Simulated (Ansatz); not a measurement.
# Ir (Iridium): the cost of one run

Computed with Ansatz 0.2.0 (DFT PBE, with the methods named in each step, unless a step's input says otherwise).

The COD entry's cell or inner coordinates are ideal or old and differ from later refinements, so a difference from it is no clean test against experiment.

## Step 1: The structure to begin with

It takes space group Fm-3m (No. 225, cubic). Conventional cell: a = 3.831 Å, b = 3.831 Å, c = 3.831 Å, α = 90.00°, β = 90.00°, γ = 90.00°. Around Ir (site symmetry m-3m) lie 12 Ir at 2.71 Å.

Structure file:

```cif
data_structure
_symmetry_space_group_name_H-M 'P 1'
_symmetry_Int_Tables_number 1
_cell_length_a 2.7091
_cell_length_b 2.7091
_cell_length_c 2.7091
_cell_angle_alpha 60.000
_cell_angle_beta 60.000
_cell_angle_gamma 60.000
_cell_volume 14.06
loop_
_atom_site_label
_atom_site_type_symbol
_atom_site_fract_x
_atom_site_fract_y
_atom_site_fract_z
_atom_site_occupancy
Ir1 Ir 0.00000 0.00000 0.00000 1
```

## Step 2: Free moments, LAPW

input.yaml reads:

```yaml
crystal:
  lattice:
    - [0.0, 1.9156, 1.9156]
    - [1.9156, 0.0, 1.9156]
    - [1.9156, 1.9156, 0.0]
  atoms:
    - { symbol: Ir, position: [0.0, 0.0, 0.0], spin: 0.8 }
magnetization:
  spin_polarized: true
kpoints:
  mp_grid: { grid: [15, 15, 15] }
scf:
  occupations: { method: fermi_dirac, width: 0.03 }
  lower_state_search: "off"
hamiltonian:
  xc: pbe
  pseudopotentials: { kind: all_electron, lapw: { basis_error: 0.001 } }
output:
  forces: true
  stress: true
  eigenvalues: false
  populations: true
  dos: { projected: true, de: 0.1, e_range: [-8, 5] }
```

Launch:

```console
ansatz run input.yaml --threads 1 --pin off --max-ram 3072MiB --backend cpu --events-out ev --progress --plain --runs-dir out
```

**Question.** How long does this run take on 1 thread of Arm Neoverse V1, shared host, and how much memory does it need?

About 56 s, with a peak of 0.48 GiB.
